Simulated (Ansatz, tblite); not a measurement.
# Mer-CoF3(H2O)3 (CoF3H6O3): rung by rung

The task here is to estimate one member of a computed series from the others.

The runs use Ansatz 0.2.0, Gaussian basis; as each input shows.

The runs, in order: GFN1-xTB, GFN2-xTB, PBE-D4/def2-TZVP, r2SCAN-D4/def2-TZVP, revPBE-D4/def2-TZVP, LDA/def2-TZVP, r2SCANh-D4/def2-TZVP, PBE-D4/def2-SVP, PBE0-D4/def2-SVP, HF/STO-3G, CCSD(T)/def2-SVP, MP2/def2-TZVP.

1 further run of the same task is left out (set aside as unsound or not needed). Runs told in other sessions of the task aren't counted.

## The structure

The singlet was relaxed beforehand with r2SCAN-D4/def2-SVP.

13 atoms, charge 0, spin multiplicity 1.

Bond lengths: Co1–F2 1.802 Å, Co1–F3 1.851 Å, Co1–F4 1.782 Å, Co1–O5 1.963 Å, Co1–O6 1.921 Å, Co1–O7 1.937 Å, O5–H8 0.970 Å, O5–H9 0.984 Å, O6–H10 0.980 Å, O6–H11 0.995 Å, O7–H12 0.979 Å, O7–H13 0.993 Å. Angles: F2–Co1–F3 172.5°, F2–Co1–F4 92.6°, F2–Co1–O5 92.3°, F2–Co1–O6 81.2°, F2–Co1–O7 98.5°, F3–Co1–F4 94.5°, F3–Co1–O5 80.6°, F3–Co1–O6 101.6°, F3–Co1–O7 79.7°, F4–Co1–O5 175.1°, F4–Co1–O6 86.3°, F4–Co1–O7 86.1°, O5–Co1–O6 93.9°, O5–Co1–O7 93.8°, O6–Co1–O7 172.4°, Co1–O5–H8 110.0°, Co1–O5–H9 91.4°, H8–O5–H9 107.3° and more.

No spin-orbit coupling is included.

PBE0-D4/def2-TZVP was run before; its log isn't repeated, and its numbers join the tables.

Set-up of the first run:

Tight binding, by tblite at 300 K electronic temperature and without a spin-polarisation term:

```python
tblite.interface.Calculator('GFN1-xTB', numbers, positions, charge=0, uhf=0).singlepoint()
```

Tight binding, by tblite at 300 K electronic temperature and without a spin-polarisation term:

```python
tblite.interface.Calculator('GFN2-xTB', numbers, positions, charge=0, uhf=0).singlepoint()
```

start.molden holds the orbitals of an earlier run on this state, given as this run's starting guess.

The input, in.yaml:

```yaml
crystal:
  periodic: [false, false, false]
  atoms:
    - {symbol: Co, position_ang: [0.157337, 0.091049, 0.041206]}
    - {symbol: F, position_ang: [0.228728, 0.519683, 1.790250]}
    - {symbol: F, position_ang: [-0.143706, -0.416448, -1.713681]}
    - {symbol: F, position_ang: [1.933237, 0.056574, -0.105287]}
    - {symbol: O, position_ang: [-1.805818, 0.107324, 0.035687]}
    - {symbol: O, position_ang: [0.303613, 1.998918, -0.128143]}
    - {symbol: O, position_ang: [0.268081, -1.834804, 0.214353]}
    - {symbol: H, position_ang: [-2.145414, -0.606695, 0.597389]}
    - {symbol: H, position_ang: [-1.829144, -0.214618, -0.894155]}
    - {symbol: H, position_ang: [1.257771, 1.994351, -0.352239]}
    - {symbol: H, position_ang: [0.307761, 2.037042, 0.865725]}
    - {symbol: H, position_ang: [1.223815, -1.853894, 0.426660]}
    - {symbol: H, position_ang: [0.243738, -1.878484, -0.777764]}
basis:
  gaussian: {orbitals: def2-TZVP, initial_orbitals: start.molden}
hamiltonian: {xc: pbe, dispersion: d4}
scf: {omitted_lower_state_checks: [starts]}
output: {forces: true, orbitals: {seedname: orbitals}}
```

The run is started by

```sh
$ ansatz run in.yaml --threads 4 --pin off --events-out ev --progress --plain --max-ram 4787MiB
```

Among the steps run: PBE-D4/def2-TZVP; r2SCAN-D4/def2-TZVP; revPBE-D4/def2-TZVP; LDA/def2-TZVP; r2SCANh-D4/def2-TZVP; PBE-D4/def2-SVP; PBE0-D4/def2-SVP; HF/STO-3G; CCSD(T)/def2-SVP; MP2/def2-TZVP.

One of the session's tables, all rows but one given; the rest of the session is left out.

It belongs to the step «Binding energy». 

| level | binding an atom (eV) |
| --- | --- |
| HF/def2-SVP | 2.051 |
| HF/def2-TZVP | 2.025 |
| LDA/def2-TZVP | 4.177 |
| PBE-D4/def2-SVP | 3.634 |
| PBE-D4/def2-TZVP | 3.537 |
| revPBE-D4/def2-TZVP | 3.391 |
| r2SCAN-D4/def2-TZVP | 3.474 |
| r2SCANh-D4/def2-TZVP | 3.398 |
| PBE0-D4/def2-SVP | 3.385 |
| PBE0-D4/def2-TZVP | 3.334 |
| MP2/def2-SVP | ? |
| MP2/def2-TZVP | 3.290 |
| CCSD/def2-SVP | 3.127 |
| CCSD(T)/def2-SVP | 3.191 |

**Question.** Estimate the row for MP2/def2-SVP.

**Answer.** binding an atom (eV): 3.227. In the column «binding an atom (eV)» it lies between CCSD(T)/def2-SVP (3.191) and MP2/def2-TZVP (3.290).

To keep in mind: Free atoms were run apart at each level; binding is atoms less cluster, divided by the number of atoms, without zero-point or spin-orbit terms.
